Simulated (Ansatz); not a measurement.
A nudged elastic band was laid between two geometries of a periodic cell of 31 atoms, Al30Cu (host Al, host structure fcc, dopant Cu, one Al atom removed).

Method: Ansatz, DFT PBEsol, scalar-relativistic, plane waves, PAW. Settings: PAW set soft_1, cutoff 420 eV, k mesh 3x3x3, gaussian smearing 0.05 eV, no spin polarisation.

| Item | Value |
| --- | --- |
| movable images | 5 |
| climbing image | yes |
| spring | 2.0 to 10.0 eV/Å², energy-weighted |
| optimiser | quadratic models (default) |
| start path | straight line |
| force threshold | 0.05 eV/Å |
| iteration limit | 34 |
| end points | relaxed |

Initial state:

```xyz
31
Lattice="8.1000 0.0000 0.0000 0.0000 8.1000 0.0000 0.0000 0.0000 8.1000" Properties=species:S:1:pos:R:3
Al 4.072 0.023 0.003
Cu 6.016 2.078 0.005
Al 6.120 0.036 1.919
Al 2.022 2.006 0.003
Al 4.066 4.033 0.005
Al 6.097 6.079 0.004
Al 2.011 -0.002 2.011
Al 4.084 2.030 2.024
Al 6.070 4.017 2.025
Al 4.072 0.001 4.054
Al 6.079 2.025 4.053
Al 6.116 0.035 6.190
Al -0.025 4.027 0.004
Al 2.013 6.090 0.003
Al -0.035 1.983 1.921
Al 2.038 4.042 2.040
Al 4.061 6.063 2.038
Al -0.004 0.003 4.053
Al 2.030 2.033 4.055
Al 4.057 4.043 4.053
Al 6.069 6.068 4.054
Al 2.012 -0.003 6.097
Al 4.081 2.031 6.085
Al 6.070 4.020 6.088
Al 0.005 6.086 2.012
Al 0.003 4.028 4.054
Al 2.041 6.064 4.053
Al -0.034 1.982 6.187
Al 2.038 4.043 6.069
Al 4.061 6.062 6.069
Al 0.005 6.090 6.095
```

Final state:

Only the atoms that move by more than 0.05 Å are listed.
```
Cu2 8.150 -0.050 0.000
```

Task: What changes between the two ends?

Result: The atom that moves furthest is Cu2, by 3.01 Å; four of its nearest neighbours are Al5 2.76, Al8 2.79, Al23 2.80, Al3 2.80 Å at the first end and Al14 2.78, Al7 2.80, Al22 2.80, Al25 2.80 Å at the last.

Task: Give the energies along the band, and the barrier.

Result: The forces met the threshold. The highest image is number 3 of 0 to 6, 0.46 eV above the ends, which have the same energy within 2 meV. By the program's own check the climbing image is a first-order saddle point (lowest curvatures found: -0.77 and 0.15 eV/Å²). Limits of this set-up: coarse k mesh, PAW files made for another functional, a small cell, in which the defect meets its images, a typed lattice constant that wasn't relaxed here.

```tsv
image	path coordinate (Å)	energy (eV)	Al1–Cu2 (Å)	Cu2–Al5 (Å)	Cu2–Al8 (Å)
0	0.00	0.00	2.83	2.76	2.79
1	0.72	0.21	2.75	3.46	3.15
2	1.17	0.40	2.79	3.88	3.44
3	1.58	0.46	2.89	4.28	3.72
4	1.98	0.40	3.19	4.65	4.04
5	2.43	0.21	3.56	5.08	4.41
6	3.14	0.00	4.01	5.68	4.95
```

Task: What is the geometry of the highest image?

Result: 
```xyz
31
Lattice="8.1000 0.0000 0.0000 0.0000 8.1000 0.0000 0.0000 0.0000 8.1000" Properties=species:S:1:pos:R:3
Al 4.160 0.085 0.002
Cu 6.940 0.862 0.002
Al 6.070 -0.009 2.132
Al 1.999 1.984 0.002
Al 4.078 4.038 0.002
Al 6.164 6.181 0.002
Al 2.027 -0.018 2.005
Al 4.068 2.062 2.036
Al 6.061 4.049 2.005
Al 4.003 0.002 4.052
Al 6.064 2.071 4.052
Al 6.069 -0.009 5.972
Al -0.038 4.021 0.002
Al 2.016 6.100 0.002
Al -0.032 1.990 1.996
Al 2.024 4.046 2.032
Al 4.054 6.076 2.013
Al 0.049 -0.014 4.052
Al 2.033 2.028 4.052
Al 4.042 4.072 4.052
Al 6.080 6.025 4.052
Al 2.027 -0.018 6.099
Al 4.067 2.062 6.068
Al 6.060 4.049 6.099
Al 0.040 6.089 2.036
Al 0.006 4.055 4.052
Al 2.050 6.064 4.052
Al -0.032 1.990 6.108
Al 2.024 4.046 6.072
Al 4.055 6.076 6.091
Al 0.041 6.089 6.068
```

Run time: 19 min on 4 threads of Arm Neoverse V2, on a shared host, peak memory 4.5 GiB.
